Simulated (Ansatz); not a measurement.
# BiB: how the settings move a single-point run

Aim: see which settings change the result for BiB, by how much, and at what cost. The cell is built on a prototype (h-MgO type) and needn't be the phase found in nature.

Method: reference: DFT, r2SCAN, plane waves, PAW, in Ansatz 0.2.0.

### 1 The structure to begin with

It takes space group P6_3/mmc (No. 194, hexagonal). The conventional cell has a = 4.161 Å, b = 4.161 Å, c = 5.589 Å, α = 90.00°, β = 90.00°, γ = 120.00°. Around B (site symmetry -6m2) lie 3 Bi at 2.40 Å. Bi (site symmetry -6m2) is surrounded by 3 B at 2.40 Å.

Coordinates:

```
CELL_PARAMETERS angstrom
4.16092 0.00000 0.00000
-2.08046 3.60346 0.00000
0.00000 0.00000 5.58925
ATOMIC_POSITIONS crystal
B 0.33333 0.66667 0.25000
B 0.66667 0.33333 0.75000
Bi 0.66667 0.33333 0.25000
Bi 0.33333 0.66667 0.75000
```

### 2 Reference

input.yaml

```yaml
crystal:
  lattice:
    - [4.1609172227, 0.0, 0.0]
    - [-2.0804586113, 3.6034600179, 0.0]
    - [0.0, 0.0, 5.5892505505]
  atoms:
    - { symbol: B, position: [0.3333333333, 0.6666666667, 0.25] }
    - { symbol: B, position: [0.6666666667, 0.3333333333, 0.75] }
    - { symbol: Bi, position: [0.6666666667, 0.3333333333, 0.25] }
    - { symbol: Bi, position: [0.3333333333, 0.6666666667, 0.75] }
kpoints:
  mp_grid: { grid: [6, 6, 4] }
hamiltonian:
  xc: r2scan
scf:
  occupations: { method: fermi_dirac, width: 0.02 }
  n_extra_bands: 5
output:
  forces: true
  stress: true
  eigenvalues: true
```

Command:

```bash
$ ansatz run input.yaml --threads 4 --pin off --max-ram 3686MiB --backend cpu --events-out ev --progress --plain --runs-dir out
```

The program printed (excerpt; [...] marks lines left out):

```text
Warning: RAYON_NUM_THREADS=4 ignored (pool sized by the plan → 4); use --threads N
scf.n_extra_bands = 5 over 18 filled bands (N_el = 36.0): the run solves 23 bands
[...]
Pseudopotentials: kind: paw
Pseudopotential: B, paw, valence charge 3, recommended cutoff 500 eV (meta_gga), B.paw.azcp
Pseudopotential: Bi, paw, valence charge 15, recommended cutoff 500 eV (meta_gga), Bi.paw.azcp
Functional definition: r2SCAN
[...]
Crystal: 4 atoms, lattice volume = 83.804 Å³
Basis set: ecut = 500 eV, 2163 PW (Γ), exchange–correlation on 128×128×180 points (64 copies of the dense FFT grid, shifted against one another)
Bands: 23, of which v1, the nominal top of the filled ones, is band 18 counted from 1 (17 counted from 0)
Symmetry: 24 space group operations
Space group: P63/mmc (ITA 194), of the structure as read, at distance tolerance 4.4e-5 Å
k-points: 21 of 144
[...]
SCF iter   1: F=—  HF=-25130.311617 eV  |F-HF|=—  |Δ(HF+E_count)|=         —  Δρ=5.75e-3  dr2=3.52e-2  dr2_τ=7.37e-2  ethr=1.77e-3  ⟨swp⟩=6.7  Hψ=2410  notcnv=0
[...]
SCF iter   6: F=-25130.339469 eV  HF=-25130.339469 eV  |F-HF|=4.78e-9  |Δ(HF+E_count)|=   1.10e-7  Δρ=3.24e-6  dr2=1.00e-8  dr2_τ=1.70e-10  ethr=2.78e-10  ⟨swp⟩=8.0  Hψ=2427  notcnv=0
[...]
SCF converged after 6 iterations
Free energy (F): -25130.339469 eV
[...]
E sigma→0 (E₀):  -25130.338180 eV
Entropy (-TS):   -0.002578 eV (-0.644 meV/atom)
Fermi energy:    10.055543 eV
[...]
--- Forces (eV/Å), atoms counted from 1 ---
  atom   1  B     -0.00000000    -0.00000000     0.00000000
  atom   2  B      0.00000000     0.00000000    -0.00000000
  atom   3  Bi     0.00000000    -0.00000000    -0.00000000
  atom   4  Bi    -0.00000000     0.00000000     0.00000000
[...]
--- Stress (GPa, compression-positive) ---
       -0.002032       0.000000      -0.000000
       -0.000000      -0.002032      -0.000000
       -0.000000      -0.000000       0.002119
  P = ⅓ Tr σ = -0.0006 GPa (-0.006 kbar)
--- Band table (eV; the first three rows and the last of 21) ---
  k-point 0: bands = ["-13.7289", "-13.6665", "-13.6665", "-13.6660", "-13.6660", "-13.6638", "-13.6638", "-13.6608", "-13.5816", "-13.5816", "-4.3932", "-1.1766", "3.9324", "6.7391", "7.5138", "7.5138", "9.7491", "9.7491", "10.3784", "10.9024", "12.4996", "12.4996", "15.2286"]
[...]
```

Run time: 3.8 s. Hardware: 4 threads of Arm Neoverse N1, shared host; peak memory 0.59 GiB.

### 3 Changing settings: occupations.method gaussian, occupations.width 0.001

input.yaml: that of step 2 with these lines changed.

```diff
@@ -15,3 +15,3 @@
 scf:
-  occupations: { method: fermi_dirac, width: 0.02 }
+  occupations: { method: gaussian, width: 0.001 }
   n_extra_bands: 5
```

Command:

```bash
$ ansatz run input.yaml --threads 4 --pin off --max-ram 3686MiB --backend cpu --events-out ev --progress --plain --runs-dir out
```

The program printed (excerpt; [...] marks lines left out):

```text
Warning: RAYON_NUM_THREADS=4 ignored (pool sized by the plan → 4); use --threads N
scf.n_extra_bands = 5 over 18 filled bands (N_el = 36.0): the run solves 23 bands
[...]
[... 4 set-up lines as earlier in the session ...]
[...]
Crystal: 4 atoms, lattice volume = 83.804 Å³
Basis set: ecut = 500 eV, 2163 PW (Γ), exchange–correlation on 128×128×180 points (64 copies of the dense FFT grid, shifted against one another)
Bands: 23, of which v1, the nominal top of the filled ones, is band 18 counted from 1 (17 counted from 0)
[... 2 set-up lines as earlier in the session ...]
k-points: 21 of 144
[...]
SCF iter   1: F=—  HF=-25130.309185 eV  |F-HF|=—  |Δ(HF+E_count)|=         —  Δρ=5.75e-3  dr2=3.52e-2  dr2_τ=7.39e-2  ethr=1.77e-3  ⟨swp⟩=6.8  Hψ=2422  notcnv=0
[...]
SCF iter   9: F=-25130.337208 eV  HF=-25130.337209 eV  |F-HF|=3.20e-8  |Δ(HF+E_count)|=   8.69e-8  Δρ=3.77e-6  dr2=1.09e-8  dr2_τ=2.04e-10  ethr=2.78e-10  ⟨swp⟩=8.7  Hψ=2387  notcnv=0
[...]
SCF converged after 9 iterations
Free energy (F): -25130.337208 eV
[...]
E sigma→0 (E₀):  -25130.337190 eV
Entropy (-TS):   -0.000037 eV (-0.009 meV/atom)
Fermi energy:    10.022006 eV
[...]
--- Forces (eV/Å), atoms counted from 1 ---
  atom   1  B     -0.00000000    -0.00000000     0.00000000
  atom   2  B      0.00000000     0.00000000    -0.00000000
  atom   3  Bi     0.00000000    -0.00000000    -0.00000000
  atom   4  Bi    -0.00000000     0.00000000     0.00000000
[...]
--- Stress (GPa, compression-positive) ---
       -0.127210       0.000000      -0.000000
       -0.000000      -0.127210      -0.000000
       -0.000000      -0.000000       0.020388
  P = ⅓ Tr σ = -0.0780 GPa (-0.780 kbar)
--- Band table (eV; the first three rows and the last of 21) ---
[... band rows left out ...]
[...]
```

Wall time 4.8 s (4 threads of Arm Neoverse N1, shared host); peak memory 0.6 GiB.

Changing the smearing leaves the energy as it was (+0.2 meV/atom). Cost: 9 SCF cycles against 6.

### 4 Changed: dr2_threshold 1.0e-12

input.yaml: that of step 2 with these lines changed.

```diff
@@ -17,2 +17,4 @@
   n_extra_bands: 5
+  convergence: { dr2_threshold: 1.0e-12 }
+  max_iter: 73
 output:
```

Command:

```bash
$ ansatz run input.yaml --threads 4 --pin off --max-ram 3686MiB --backend cpu --events-out ev --progress --plain --runs-dir out
```

The program printed (excerpt; [...] marks lines left out):

```text
Warning: RAYON_NUM_THREADS=4 ignored (pool sized by the plan → 4); use --threads N
scf.n_extra_bands = 5 over 18 filled bands (N_el = 36.0): the run solves 23 bands
[...]
[... 4 set-up lines as earlier in the session ...]
[...]
Crystal: 4 atoms, lattice volume = 83.804 Å³
Basis set: ecut = 500 eV, 2163 PW (Γ), exchange–correlation on 128×128×180 points (64 copies of the dense FFT grid, shifted against one another)
Bands: 23, of which v1, the nominal top of the filled ones, is band 18 counted from 1 (17 counted from 0)
[... 2 set-up lines as earlier in the session ...]
k-points: 21 of 144
[...]
SCF iter   1: F=—  HF=-25130.311617 eV  |F-HF|=—  |Δ(HF+E_count)|=         —  Δρ=5.75e-3  dr2=3.52e-2  dr2_τ=7.37e-2  ethr=1.77e-3  ⟨swp⟩=6.7  Hψ=2410  notcnv=0
[...]
SCF iter   8: F=-25130.339469 eV  HF=-25130.339469 eV  |F-HF|=1.46e-11  |Δ(HF+E_count)|=  9.82e-11  Δρ=3.74e-8  dr2=3.57e-13  dr2_τ=1.40e-13  ethr=1.00e-12  ⟨swp⟩=7.3  Hψ=2623  notcnv=0
[...]
SCF converged after 8 iterations
Free energy (F): -25130.339469 eV
[...]
E sigma→0 (E₀):  -25130.338180 eV
Entropy (-TS):   -0.002578 eV (-0.644 meV/atom)
Fermi energy:    10.055522 eV
[...]
--- Forces (eV/Å), atoms counted from 1 ---
  atom   1  B     -0.00000000    -0.00000000     0.00000000
  atom   2  B      0.00000000     0.00000000    -0.00000000
  atom   3  Bi     0.00000000    -0.00000000    -0.00000000
  atom   4  Bi    -0.00000000     0.00000000     0.00000000
[...]
--- Stress (GPa, compression-positive) ---
       -0.002267       0.000000       0.000000
       -0.000000      -0.002267      -0.000000
       -0.000000      -0.000000       0.002066
  P = ⅓ Tr σ = -0.0008 GPa (-0.008 kbar)
--- Band table (eV; the first three rows and the last of 21) ---
[... band rows left out ...]
[...]
```

Run time: 4.5 s. Hardware: 4 threads of Arm Neoverse N1, shared host; peak memory 0.6 GiB.

The changed convergence setting doesn't alter the result here (within 0.5 meV/atom). Cost: 8 SCF cycles against 6.

### 5 Changing settings: occupations.width 0.001

input.yaml: that of step 2 with these lines changed.

```diff
@@ -15,3 +15,3 @@
 scf:
-  occupations: { method: fermi_dirac, width: 0.02 }
+  occupations: { method: fermi_dirac, width: 0.001 }
   n_extra_bands: 5
```

Command:

```bash
$ ansatz run input.yaml --threads 4 --pin off --max-ram 3686MiB --backend cpu --events-out ev --progress --plain --runs-dir out
```

The program printed (excerpt; [...] marks lines left out):

```text
Warning: RAYON_NUM_THREADS=4 ignored (pool sized by the plan → 4); use --threads N
scf.n_extra_bands = 5 over 18 filled bands (N_el = 36.0): the run solves 23 bands
[...]
[... 4 set-up lines as earlier in the session ...]
[...]
Crystal: 4 atoms, lattice volume = 83.804 Å³
Basis set: ecut = 500 eV, 2163 PW (Γ), exchange–correlation on 128×128×180 points (64 copies of the dense FFT grid, shifted against one another)
Bands: 23, of which v1, the nominal top of the filled ones, is band 18 counted from 1 (17 counted from 0)
[... 2 set-up lines as earlier in the session ...]
k-points: 21 of 144
[...]
SCF iter   1: F=—  HF=-25130.309244 eV  |F-HF|=—  |Δ(HF+E_count)|=         —  Δρ=5.75e-3  dr2=3.52e-2  dr2_τ=7.39e-2  ethr=1.77e-3  ⟨swp⟩=6.8  Hψ=2422  notcnv=0
[...]
SCF iter   8: F=-25130.337265 eV  HF=-25130.337265 eV  |F-HF|=5.87e-9  |Δ(HF+E_count)|=   9.82e-8  Δρ=3.87e-6  dr2=2.09e-8  dr2_τ=1.21e-9  ethr=2.78e-10  ⟨swp⟩=8.8  Hψ=2480  notcnv=0
[...]
SCF converged after 8 iterations
Free energy (F): -25130.337265 eV
[...]
E sigma→0 (E₀):  -25130.337218 eV
Entropy (-TS):   -0.000094 eV (-0.023 meV/atom)
Fermi energy:    10.022605 eV
[...]
--- Forces (eV/Å), atoms counted from 1 ---
  atom   1  B     -0.00000000    -0.00000000     0.00000000
  atom   2  B      0.00000000     0.00000000    -0.00000000
  atom   3  Bi     0.00000000    -0.00000000    -0.00000000
  atom   4  Bi    -0.00000000     0.00000000     0.00000000
[...]
--- Stress (GPa, compression-positive) ---
       -0.127370       0.000000      -0.000000
       -0.000000      -0.127370      -0.000000
       -0.000000      -0.000000       0.020261
  P = ⅓ Tr σ = -0.0782 GPa (-0.782 kbar)
--- Band table (eV; the first three rows and the last of 21) ---
[... band rows left out ...]
[...]
```

It took 4.4 s on 4 threads of Arm Neoverse N1, shared host; peak memory 0.6 GiB.

Changing the smearing hardly moves the energy: +0.2 meV/atom. Cost: 8 SCF cycles against 6.

### 6 Changing settings: occupations.method gaussian, occupations.width 0.05

input.yaml: that of step 2 with these lines changed.

```diff
@@ -15,3 +15,3 @@
 scf:
-  occupations: { method: fermi_dirac, width: 0.02 }
+  occupations: { method: gaussian, width: 0.05 }
   n_extra_bands: 5
```

Command:

```bash
$ ansatz run input.yaml --threads 4 --pin off --max-ram 3686MiB --backend cpu --events-out ev --progress --plain --runs-dir out
```

The program printed (excerpt; [...] marks lines left out):

```text
Warning: RAYON_NUM_THREADS=4 ignored (pool sized by the plan → 4); use --threads N
scf.n_extra_bands = 5 over 18 filled bands (N_el = 36.0): the run solves 23 bands
[...]
[... 4 set-up lines as earlier in the session ...]
[...]
Crystal: 4 atoms, lattice volume = 83.804 Å³
Basis set: ecut = 500 eV, 2163 PW (Γ), exchange–correlation on 128×128×180 points (64 copies of the dense FFT grid, shifted against one another)
Bands: 23, of which v1, the nominal top of the filled ones, is band 18 counted from 1 (17 counted from 0)
[... 2 set-up lines as earlier in the session ...]
k-points: 21 of 144
[...]
SCF iter   1: F=—  HF=-25130.311514 eV  |F-HF|=—  |Δ(HF+E_count)|=         —  Δρ=5.75e-3  dr2=3.53e-2  dr2_τ=7.37e-2  ethr=1.77e-3  ⟨swp⟩=6.2  Hψ=2355  notcnv=0
[...]
SCF iter   6: F=-25130.339363 eV  HF=-25130.339363 eV  |F-HF|=2.87e-8  |Δ(HF+E_count)|=   7.37e-7  Δρ=6.41e-6  dr2=4.39e-8  dr2_τ=4.28e-10  ethr=2.78e-10  ⟨swp⟩=7.2  Hψ=2893  notcnv=0
[...]
SCF converged after 6 iterations
Free energy (F): -25130.339363 eV
[...]
E sigma→0 (E₀):  -25130.338145 eV
Entropy (-TS):   -0.002436 eV (-0.609 meV/atom)
Fermi energy:    10.056743 eV
[...]
--- Forces (eV/Å), atoms counted from 1 ---
  atom   1  B     -0.00000000    -0.00000000     0.00000000
  atom   2  B      0.00000000     0.00000000    -0.00000000
  atom   3  Bi     0.00000000    -0.00000000    -0.00000000
  atom   4  Bi    -0.00000000     0.00000000     0.00000000
[...]
--- Stress (GPa, compression-positive) ---
       -0.007163       0.000000      -0.000000
       -0.000000      -0.007163      -0.000000
       -0.000000      -0.000000       0.002291
  P = ⅓ Tr σ = -0.0040 GPa (-0.040 kbar)
--- Band table (eV; the first three rows and the last of 21) ---
[... band rows left out ...]
[...]
```

It took 3.9 s on 4 threads of Arm Neoverse N1, shared host; peak memory 0.6 GiB.

Changing the smearing leaves the energy as it was (0.0 meV/atom).

### 7 Changing settings: ecutwfc 350

input.yaml: that of step 2 with these lines changed.

```diff
@@ -21 +21,3 @@
   eigenvalues: true
+basis:
+  ecutwfc: 350
```

Command:

```bash
$ ansatz run input.yaml --threads 4 --pin off --max-ram 3686MiB --backend cpu --events-out ev --progress --plain --runs-dir out
```

The program printed (excerpt; [...] marks lines left out):

```text
Warning: basis.ecutwfc = 350 eV is below the records' recommended 500 eV, and the density's cutoff is lower with it unless basis.ecutrho_ratio is high enough to keep the records' density cutoff: compare with a run at a higher cutoff
Warning: RAYON_NUM_THREADS=4 ignored (pool sized by the plan → 4); use --threads N
scf.n_extra_bands = 5 over 18 filled bands (N_el = 36.0): the run solves 23 bands
[...]
[... 4 set-up lines as earlier in the session ...]
[...]
Crystal: 4 atoms, lattice volume = 83.804 Å³
Basis set: ecut = 350 eV, 1253 PW (Γ), exchange–correlation on 108×108×144 points (64 copies of the dense FFT grid, shifted against one another)
Bands: 23, of which v1, the nominal top of the filled ones, is band 18 counted from 1 (17 counted from 0)
[... 2 set-up lines as earlier in the session ...]
k-points: 21 of 144
[...]
SCF iter   1: F=—  HF=-25130.277655 eV  |F-HF|=—  |Δ(HF+E_count)|=         —  Δρ=5.85e-3  dr2=3.64e-2  dr2_τ=7.17e-2  ethr=1.77e-3  ⟨swp⟩=6.5  Hψ=2370  notcnv=0
[...]
SCF iter   6: F=-25130.305703 eV  HF=-25130.305703 eV  |F-HF|=2.56e-9  |Δ(HF+E_count)|=   2.22e-8  Δρ=2.82e-6  dr2=7.58e-9  dr2_τ=1.10e-10  ethr=2.78e-10  ⟨swp⟩=7.5  Hψ=2402  notcnv=0
[...]
SCF converged after 6 iterations
Free energy (F): -25130.305703 eV
[...]
E sigma→0 (E₀):  -25130.304412 eV
Entropy (-TS):   -0.002583 eV (-0.646 meV/atom)
Fermi energy:    10.057186 eV
[...]
--- Forces (eV/Å), atoms counted from 1 ---
  atom   1  B     -0.00000000    -0.00000000     0.00000000
  atom   2  B      0.00000000     0.00000000    -0.00000000
  atom   3  Bi     0.00000000    -0.00000000    -0.00000000
  atom   4  Bi    -0.00000000     0.00000000     0.00000000
[...]
--- Stress (GPa, compression-positive) ---
        0.070722       0.000000      -0.000000
       -0.000000       0.070722      -0.000000
       -0.000000      -0.000000       0.066502
  P = ⅓ Tr σ = 0.0693 GPa (0.693 kbar)
--- Band table (eV; the first three rows and the last of 21) ---
[... band rows left out ...]
[...]
```

It took 2.3 s on 4 threads of Arm Neoverse N1, shared host; peak memory 0.46 GiB.

Changing the cutoff moves the energy by +8.4 meV/atom. The lower cutoff gives the higher energy: the smaller basis describes the state less well. The log warns that the cutoff is under what these potentials recommend, so the shift is basis error. Cost: 2.3 s against 3.8 s.

### 8 Variant: occupations.method cold, occupations.width 0.05

input.yaml: that of step 2 with these lines changed.

```diff
@@ -15,3 +15,3 @@
 scf:
-  occupations: { method: fermi_dirac, width: 0.02 }
+  occupations: { method: cold, width: 0.05 }
   n_extra_bands: 5
```

Command:

```bash
$ ansatz run input.yaml --threads 4 --pin off --max-ram 3686MiB --backend cpu --events-out ev --progress --plain --runs-dir out
```

The program printed (excerpt; [...] marks lines left out):

```text
Warning: RAYON_NUM_THREADS=4 ignored (pool sized by the plan → 4); use --threads N
scf.n_extra_bands = 5 over 18 filled bands (N_el = 36.0): the run solves 23 bands
[...]
[... 4 set-up lines as earlier in the session ...]
[...]
Crystal: 4 atoms, lattice volume = 83.804 Å³
Basis set: ecut = 500 eV, 2163 PW (Γ), exchange–correlation on 128×128×180 points (64 copies of the dense FFT grid, shifted against one another)
Bands: 23, of which v1, the nominal top of the filled ones, is band 18 counted from 1 (17 counted from 0)
[... 2 set-up lines as earlier in the session ...]
k-points: 21 of 144
[...]
SCF converged after 6 iterations
Stability not checked: this state was not tested for a lower state beside it, because cold or Methfessel-Paxton smearing, or corrected tetrahedra, fill the levels in a way that the test cannot read (fill_not_monotonic; see scf.lower_state_search)
Free energy (F): -25130.337009 eV
[...]
E sigma→0 (E₀):  -25130.337115 eV
Entropy (-TS):   0.000316 eV (0.079 meV/atom)
Fermi energy:    10.045718 eV
[...]
--- Forces (eV/Å), atoms counted from 1 ---
  atom   1  B     -0.00000000    -0.00000000     0.00000000
  atom   2  B      0.00000000     0.00000000    -0.00000000
  atom   3  Bi     0.00000000    -0.00000000    -0.00000000
  atom   4  Bi    -0.00000000     0.00000000     0.00000000
[...]
--- Stress (GPa, compression-positive) ---
       -0.084903      -0.000000      -0.000000
       -0.000000      -0.084903      -0.000000
       -0.000000      -0.000000       0.006378
  P = ⅓ Tr σ = -0.0545 GPa (-0.545 kbar)
--- Band table (eV; the first three rows and the last of 21) ---
[... band rows left out ...]
[...]
```

It took 3.8 s on 4 threads of Arm Neoverse N1, shared host; peak memory 0.6 GiB.

Changing the smearing leaves the energy as it was (+0.3 meV/atom).

### 9 Side by side

| run | ending | energy change | pressure (GPa) | gap (eV) | force (eV/Å) | cycles | time |
| --- | --- | --- | --- | --- | --- | --- | --- |
| reference | converged | 0 | 0.0 | 0.00 | 0.00 | 6 | 3.8 s |
| 1: occupations.method gaussian, occupations.width 0.001 | converged | +0.2 meV/atom (σ→0) | -0.1 | 0.00 | 0.00 | 9 | 4.8 s |
| 2: dr2_threshold 1.0e-12 | converged | 0.0 meV/atom | 0.0 | 0.00 | 0.00 | 8 | 4.5 s |
| 3: occupations.width 0.001 | converged | +0.2 meV/atom (σ→0) | -0.1 | 0.00 | 0.00 | 8 | 4.4 s |
| 4: occupations.method gaussian, occupations.width 0.05 | converged | 0.0 meV/atom (σ→0) | 0.0 | 0.00 | 0.00 | 6 | 3.9 s |
| 5: ecutwfc 350 | converged | +8.4 meV/atom | 0.1 | 0.00 | 0.00 | 6 | 2.3 s |
| 6: occupations.method cold, occupations.width 0.05 | converged | +0.3 meV/atom (σ→0) | -0.1 | 0.00 | 0.00 | 6 | 3.8 s |

Residual by cycle in the longest SCF loop of each run; runs are numbered as in the table. The quantity is the density residual dr2, in eV.

| cycle | reference | run 1 | run 2 | run 3 | run 4 | run 5 | run 6 |
| --- | --- | --- | --- | --- | --- | --- | --- |
| 1 | 0.0352 | 0.0352 | 0.0352 | 0.0352 | 0.0353 | 0.0364 | 0.0356 |
| 2 | 0.00156 | 0.0179 | 0.00156 | 0.0158 | 0.00144 | 0.00163 | 0.00311 |
| 3 | 3.2e-4 | 0.0172 | 3.2e-4 | 0.0136 | 3.6e-4 | 3.1e-4 | 0.00143 |
| 4 | 3.2e-5 | 0.0142 | 3.2e-5 | 0.00838 | 5.7e-5 | 2.7e-5 | 8.7e-5 |
| 5 | 8.7e-7 | 0.00387 | 8.7e-7 | 3.3e-4 | 2.6e-6 | 7.1e-7 | 6.1e-7 |
| 6 | 1.0e-8 | 2.5e-4 | 9.8e-9 | 1.3e-5 | 4.4e-8 | 7.6e-9 | 4.3e-8 |
| 7 | - | 1.0e-5 | 6.4e-11 | 5.2e-7 | - | - | - |
| 8 | - | 2.6e-7 | 3.6e-13 | 2.1e-8 | - | - | - |
| 9 | - | 1.1e-8 | - | - | - | - | - |

**Reading.** Run 5 ran under the cutoff that the potentials recommend, as the log warns, so basis error is mixed into its values. Of the variants the dearest is «occupations.method gaussian, occupations.width 0.001» (4.8 s), the cheapest «ecutwfc 350» (2.3 s), on a shared host.
